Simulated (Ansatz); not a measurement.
Write a Python script for the Python package of Ansatz (0.2.0) that makes a convergence test of the k-point mesh of CaMg3, space group P-6m2. Use (first run): r2SCAN, PAW, cutoff 313 eV, 3×3×1 k-points, cold smearing of 0.15 eV. The script varies mesh: (3, 3, 1), (4, 4, 1), (5, 5, 2), (6, 6, 2), (8, 8, 2), (9, 9, 3).

```xyz
4
Lattice="3.4091 0.0000 0.0000 -1.7045 2.9523 0.0000 0.0000 0.0000 10.8807" Properties=species:S:1:pos:R:3 pbc="T T T"
Ca    0.0000    0.0000    5.4403
Mg    0.0000    0.0000    0.0000
Mg    1.7045    0.9841    8.3188
Mg    1.7045    0.9841    2.5619
```

The script, `kconv_camg3.py`:
```python
import ansatz
from tabulate import tabulate

params = {
    "occupations": "cold",
    "functional": "r2scan",
}

cell = (
    ansatz.Lattice.from_parameters(3.409074, 3.409074, 10.880675, alpha=90, beta=90, gamma=120)
    .space_group(187)
    .atom("Ca", [0.0, 0.0, 0.5])
    .atom("Mg", [0.0, 0.0, 0.0])
    .atom("Mg", [2 / 3, 1 / 3, 0.764548])
)

base = (
    cell.calculation()
    .occupations(params["occupations"], width=150 * ansatz.meV)
    .pseudopotentials("paw")
    .initial_density(normalization="cell")
    .basis(23 * ansatz.Ry)
    .functional(params["functional"])
)

rows = []
for value in [(3, 3, 1), (4, 4, 1), (5, 5, 2), (6, 6, 2), (8, 8, 2), (9, 9, 3)]:
    data = base.kpoints(mesh=value).run().report
    rows.append((value, data["free_energy_ev"] / len(data["lattice"]["sites"]), data["n_iterations"], data["n_kpoints"]))

print(tabulate(rows, headers=["mesh", "F/atom (eV)", "iterations", "k-points"], floatfmt=".4f", tablefmt="plain"))

for row in rows[:-1]:
    shift = 1000 * (row[1] - rows[-1][1])
    print(f"{row[0]}: {shift:+.2f} meV/atom" + ("  (within 2 meV)" if abs(shift) < 2 else ""))
```

```console
$ python kconv_camg3.py
DeckWarning: basis.ecutwfc = 312.930941828862 eV is below the records' recommended 500 eV, and the density's cutoff is lower with it unless basis.ecutrho_ratio is high enough to keep the records' density cutoff: compare with a run at a higher cutoff
mesh         F/atom (eV)    iterations    k-points
(3, 3, 1)     -1899.8806            12           3
(4, 4, 1)     -1900.1247            10           4
(5, 5, 2)     -1900.1019            10          10
(6, 6, 2)     -1900.0773            10          14
(8, 8, 2)     -1900.1133            10          20
(9, 9, 3)     -1900.0988            10          24
(3, 3, 1): +218.24 meV/atom
(4, 4, 1): -25.87 meV/atom
(5, 5, 2): -3.15 meV/atom
(6, 6, 2): +21.48 meV/atom
(8, 8, 2): -14.49 meV/atom
```
(Warnings from the package without file and line.)

The cutoff lies under the one recommended for these potentials. This cell is a computed structure, which may not be the phase found in nature. Shifts are counted from the finest mesh, which is itself no proven limit. Run time: 18 s on 1 thread of AMD EPYC 7R43 64-Core Processor (Zen 3), with other jobs on the host, peak memory 0.46 GiB.
